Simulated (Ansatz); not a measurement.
**CH3BClFO (methoxychlorofluoroborane), step by step**

Wanted: a series of 16 runs (HF/STO-3G, UHF/STO-3G, HF/3-21G, UHF/3-21G, HF/6-31G*, B3LYP/6-31G*, PBE/def2-SVP, MP2/6-31G*) of CH3BClFO. 

The results are computed with Ansatz 0.2.0.

### Step 1. The system as given

CH3BClFO: 8 atoms, total charge 0, spin state singlet. SMILES: `COB(F)Cl`. Geometry: relaxed at PBE0-D4/def2-TZVP. This is one conformer, not always the lowest. The run starts from this shape.

Bond lengths: C1–O2 1.414 Å, O2–B3 1.333 Å, B3–F4 1.320 Å, B3–Cl5 1.765 Å, C1–H6 1.091 Å, C1–H7 1.090 Å, C1–H8 1.091 Å. Angles: C1–O2–B3 126.0°, O2–B3–F4 118.3°, O2–B3–Cl5 124.1°, F4–B3–Cl5 117.7°, O2–C1–H6 108.6°, O2–C1–H7 108.2°, O2–C1–H8 111.7°, H6–C1–H7 109.1°, H6–C1–H8 109.5°, H7–C1–H8 109.7°.

### Step 2. A geometry optimisation at HF/STO-3G (start density atoms) (run 1)

The input, job.yaml:

```yaml
crystal:
  periodic: [false, false, false]
  atoms:
    - {symbol: C, position_ang: [0.662000, -0.415400, 0.804600]}
    - {symbol: O, position_ang: [-0.122300, -0.654500, -0.347500]}
    - {symbol: B, position_ang: [-0.782400, 0.264900, -1.051400]}
    - {symbol: F, position_ang: [-1.466600, -0.129900, -2.108800]}
    - {symbol: Cl, position_ang: [-0.801800, 1.985600, -0.658500]}
    - {symbol: H, position_ang: [1.700600, -0.658800, 0.576000]}
    - {symbol: H, position_ang: [0.308900, -1.072800, 1.599700]}
    - {symbol: H, position_ang: [0.593700, 0.623700, 1.130000]}
basis:
  gaussian:
    orbitals: STO-3G
hamiltonian:
  xc: hf
relax:
  f_tol: 0.002
output: {orbitals: {seedname: orbitals}}
```

Started as:

```bash
ansatz run job.yaml --threads 1 --pin off --max-ram 3480MiB --events-out events.jsonl --progress --plain --runs-dir runs
```

What it wrote:

```text
Warning: RAYON_NUM_THREADS=1 ignored (pool sized by the plan → 1); use --threads N
The last accepted step is kept in runs//last_step.txt (removed where the run ends without a failure and the disk answers)
[... 273 lines left out ...]
Total energy: -18780.02856380 eV, -690.1533201590 hartree
[... 8 lines left out ...]
Dipole moment:     0.133144    -0.333198     0.298836 e Å
```

Wall time 62 s (1 thread of Arm Neoverse V2, shared host); peak memory 0.15 GiB.

Steps, from the record of the run:

```csv
step,energy from the first frame kept (eV),largest force (eV/Å)
1,0.0000,2.0022
3,-0.0490,0.3242
5,-0.0493,0.6748
7,-0.0532,0.0108
9,-0.0486,0.3708
11,-0.0528,0.1605
13,-0.0533,0.0146
15,-0.0493,0.2738
17,-0.0538,0.0735
19,-0.0542,0.1174
21,-0.0552,0.1963
23,-0.0567,0.0731
25,-0.0553,0.3715
27,-0.0595,0.0870
29,-0.0602,0.0875
31,-0.0611,0.0232
33,-0.0619,0.0562
35,-0.0623,0.0658
37,-0.0625,0.0059
39,-0.0623,0.0678
41,-0.0626,0.0038
42,-0.0626,0.0014
```

After the run. Bond lengths: C1–O2 1.429 Å, O2–B3 1.335 Å, B3–F4 1.299 Å, B3–Cl5 1.813 Å, C1–H6 1.094 Å, C1–H7 1.093 Å, C1–H8 1.094 Å. Angles: C1–O2–B3 122.7°, O2–B3–F4 119.6°, O2–B3–Cl5 122.2°, F4–B3–Cl5 118.2°, O2–C1–H6 111.4°, O2–C1–H7 107.6°, O2–C1–H8 111.4°, H6–C1–H7 109.0°, H6–C1–H8 108.5°, H7–C1–H8 109.0°.

### Step 3. Vibrational wavenumbers at HF/STO-3G (start density atoms) (run 2)

The input, run.yaml:

```yaml
crystal:
  periodic: [false, false, false]
  atoms:
    - {symbol: C, position_ang: [0.571503, -0.402734, 0.849391]}
    - {symbol: O, position_ang: [-0.358911, -0.693344, -0.196220]}
    - {symbol: B, position_ang: [-0.768609, 0.225366, -1.073190]}
    - {symbol: F, position_ang: [-1.616722, -0.106202, -1.999749]}
    - {symbol: Cl, position_ang: [-0.181214, 1.940250, -1.022644]}
    - {symbol: H, position_ang: [1.530510, -0.063637, 0.447151]}
    - {symbol: H, position_ang: [0.729767, -1.323821, 1.415200]}
    - {symbol: H, position_ang: [0.185776, 0.366922, 1.524161]}
basis:
  gaussian:
    orbitals: STO-3G
hamiltonian:
  xc: hf
phonons:
  temperatures: {t_min: 298.15, t_max: 298.15, t_step: 1}
```

Started as:

```bash
ansatz run run.yaml --threads 1 --pin off --max-ram 3480MiB --events-out events.jsonl --progress --plain --runs-dir runs
```

What it wrote:

```text
Warning: RAYON_NUM_THREADS=1 ignored (pool sized by the plan → 1); use --threads N
[... 263 lines left out ...]
Total energy: -18780.02862042 eV, -690.1533222397 hartree
[... 8 lines left out ...]
Dipole moment:     0.133142    -0.333198     0.298836 e Å
Vibrations: 77.36 188.68 223.94 408.79 521.06 632.42 708.32 1218.89 1331.37 1351.50 1483.97 1714.23 1775.74 1791.21 1793.22 3538.60 3710.30 3725.38 cm⁻¹, zero-point energy 1.623883 eV
```

It took 20 s on 1 thread of Arm Neoverse V2, shared host; peak memory 0.081 GiB.

Runs 3 to 12 aren't shown in full; the table further down has their settings and results.

### Step 4. A structure relaxation at PBE/def2-SVP (start density atoms) (run 13)

The input, run.yaml:

```yaml
crystal:
  periodic: [false, false, false]
  atoms:
    - symbol: C
      position_ang: [0.662000, -0.415400, 0.804600]
    - symbol: O
      position_ang: [-0.122300, -0.654500, -0.347500]
    - symbol: B
      position_ang: [-0.782400, 0.264900, -1.051400]
    - symbol: F
      position_ang: [-1.466600, -0.129900, -2.108800]
    - symbol: Cl
      position_ang: [-0.801800, 1.985600, -0.658500]
    - symbol: H
      position_ang: [1.700600, -0.658800, 0.576000]
    - symbol: H
      position_ang: [0.308900, -1.072800, 1.599700]
    - symbol: H
      position_ang: [0.593700, 0.623700, 1.130000]
basis:
  gaussian:
    orbitals: def2-SVP
hamiltonian:
  xc: pbe
relax:
  f_tol: 0.002
output:
  orbitals: {seedname: orbitals}
```

Started as:

```bash
ansatz run run.yaml --threads 1 --pin off --max-ram 3480MiB --events-out events.jsonl --progress --plain --runs-dir runs
```

What it wrote:

```text
Warning: RAYON_NUM_THREADS=1 ignored (pool sized by the plan → 1); use --threads N
[... 7 lines left out ...]
972 factors; their error is unknown
[... 23 lines left out ...]
972 factors; their error is unknown
[... 17 lines left out ...]
972 factors; their error is unknown
[... 5 lines left out ...]
972 factors; their error is unknown
[... 6 lines left out ...]
972 factors; their error is unknown
[... 5 lines left out ...]
972 factors; their error is unknown
[... 5 lines left out ...]
972 factors; their error is unknown
[... 4 lines left out ...]
972 factors; their error is unknown
[... 4 lines left out ...]
Total energy: -19031.45851826 eV, -699.3932005601 hartree
[... 8 lines left out ...]
Dipole moment:     0.283409    -0.050268     0.386084 e Å
```

It took 37 s on 1 thread of Arm Neoverse V2, shared host; peak memory 0.17 GiB.

The path in brief:

```csv
step,energy from the first frame kept (eV),largest force (eV/Å)
1,0.0000,0.6263
2,-0.0259,0.2235
3,-0.0285,0.0941
4,-0.0285,0.0942
5,-0.0254,0.2586
6,-0.0290,0.0050
7,-0.0291,0.0023
8,-0.0291,0.0217
9,-0.0291,0.0100
10,-0.0291,0.0014
11,-0.0291,0.0007
```

After the run. Bond lengths: C1–O2 1.420 Å, O2–B3 1.345 Å, B3–F4 1.332 Å, B3–Cl5 1.780 Å, C1–H6 1.109 Å, C1–H7 1.109 Å, C1–H8 1.109 Å. Angles: C1–O2–B3 126.2°, O2–B3–F4 118.2°, O2–B3–Cl5 123.7°, F4–B3–Cl5 118.1°, O2–C1–H6 108.9°, O2–C1–H7 108.9°, O2–C1–H8 111.9°, H6–C1–H7 108.4°, H6–C1–H8 109.3°, H7–C1–H8 109.3°.

Runs 14 to 15 aren't shown in full; the table further down has their settings and results.

### Step 5. The harmonic vibrations at MP2/6-31G(d) (Cartesian functions, start density atoms) (run 16)

The input, molecule.yaml:

```yaml
crystal:
  periodic: [false, false, false]
  atoms:
    - {symbol: C, position_ang: [0.584563, -0.400717, 0.860795]}
    - {symbol: O, position_ang: [-0.356734, -0.684005, -0.185072]}
    - {symbol: B, position_ang: [-0.760992, 0.249368, -1.064952]}
    - {symbol: F, position_ang: [-1.638405, -0.104089, -2.003220]}
    - {symbol: Cl, position_ang: [-0.189912, 1.915745, -1.040642]}
    - {symbol: H, position_ang: [1.536803, -0.073201, 0.440202]}
    - {symbol: H, position_ang: [0.721577, -1.330905, 1.409566]}
    - {symbol: H, position_ang: [0.195201, 0.370603, 1.527423]}
basis:
  gaussian: {orbitals: "6-31G*"}
correlation: {method: mp2}
phonons: {temperatures: {t_min: 298.15, t_max: 298.15, t_step: 1}}
```

Started as:

```bash
ansatz run molecule.yaml --threads 1 --pin off --max-ram 3480MiB --events-out events.jsonl --progress --plain --runs-dir runs
```

What it wrote:

```text
Warning: RAYON_NUM_THREADS=1 ignored (pool sized by the plan → 1); use --threads N
[... 41 lines left out ...]
9 core orbitals not correlated: weight in the atoms' cores, before any rotation towards them, 1.000 or more for the frozen orbitals, at most 0.000 for the correlated occupied ones
[... 166 lines left out ...]
9 core orbitals not correlated: weight in the atoms' cores, before any rotation towards them, 1.000 or more for the frozen orbitals, at most 0.000 for the correlated occupied ones
[... 164 lines left out ...]
Dipole moment:     0.311454    -0.082286     0.417900 e Å
[... 1 line left out ...]
Checks for a lower state left out: cluster_reference
```

It took 2.4 min on 1 thread of Arm Neoverse V2, shared host; peak memory 0.19 GiB.

### Step 6. The series

```csv
run,level,task,walk f tol,partner,energy (Eh),dipole moment (D),wall time
1,HF/STO-3G (start density atoms),optimise,0.002,base,-690.153320,2.24,62 s
2,HF/STO-3G (start density atoms),frequencies,–,base,-690.153322,2.24,20 s
3,UHF/STO-3G (start density atoms),energy,–,cation,-689.829465,–,0.6 s
4,UHF/STO-3G (start density atoms),optimise,–,cation,-689.875674,–,1.7 min
5,HF/3-21G (start density atoms),optimise,0.002,base,-694.753252,3.52,24 s
6,HF/3-21G (start density atoms),frequencies,–,base,-694.753252,3.52,23 s
7,UHF/3-21G (start density atoms),energy,–,cation,-694.334831,–,2.1 s
8,UHF/3-21G (start density atoms),optimise,–,cation,-694.379917,–,87 s
9,"HF/6-31G* (Cartesian functions, start density atoms)",optimise,0.002,base,-698.237101,2.61,66 s
10,"HF/6-31G* (Cartesian functions, start density atoms)",frequencies,–,base,-698.237101,2.61,60 s
11,"B3LYP/6-31G* (Cartesian functions, start density atoms)",optimise,0.002,base,-700.171889,2.47,86 s
12,"B3LYP/6-31G* (Cartesian functions, start density atoms)",frequencies,–,base,-700.171889,2.47,1.9 min
13,PBE/def2-SVP (start density atoms),optimise,0.002,base,-699.393201,2.31,37 s
14,PBE/def2-SVP (start density atoms),frequencies,–,base,-699.393201,2.31,68 s
15,"MP2/6-31G* (Cartesian functions, start density atoms)",optimise,0.002,base,-698.916822,2.53,2.4 min
16,"MP2/6-31G* (Cartesian functions, start density atoms)",frequencies,–,base,-698.916822,2.53,2.4 min
```

### Step 7. Summary of results

| quantity | value |
| --- | --- |
| run 16, MP2/6-31G*: total energy | -698.91682 Eh |
| run 16, MP2/6-31G*: dipole moment (correlated density) | 2.53 D |
| run 16, MP2/6-31G*: correlation energy (9 core orbitals frozen) | -681.6 mEh |
| run 16, MP2/6-31G*: largest force on an atom | 0.002 eV/Å |
| run 16, MP2/6-31G*: lowest harmonic wavenumber | 93 cm⁻¹ |
| run 16, MP2/6-31G*: highest harmonic wavenumber | 3248 cm⁻¹ |
| run 16, MP2/6-31G*: zero-point energy | 138.3 kJ/mol |
| vertical ionisation energy (to the doublet cation), HF/STO-3G | 8.813 eV |
| vertical ionisation energy (to the doublet cation), HF/3-21G | 11.386 eV |
| adiabatic ionisation energy (to the doublet cation, no zero-point term), HF/STO-3G | 7.555 eV |
| adiabatic ionisation energy (to the doublet cation, no zero-point term), HF/3-21G | 10.159 eV |

What this shows: At HF/STO-3G: removing an electron at fixed nuclei costs 8.81 eV (203 kcal/mol). In a minimal basis such a difference can be off by several eV, whatever the method. At HF/3-21G: removing an electron at fixed nuclei costs 11.39 eV (1099 kJ/mol). At HF/STO-3G: the adiabatic ionisation energy (to the doublet cation, no zero-point term) is 7.56 eV (729 kJ/mol). At HF/3-21G: the adiabatic ionisation energy (to the doublet cation, no zero-point term) is 10.16 eV (980 kJ/mol). Totals of different functionals can't be ranked against each other. In runs 1, 2, 3, 4 the basis is minimal, so the values are rough. All runs together took 17 min, the longest 2.4 min.
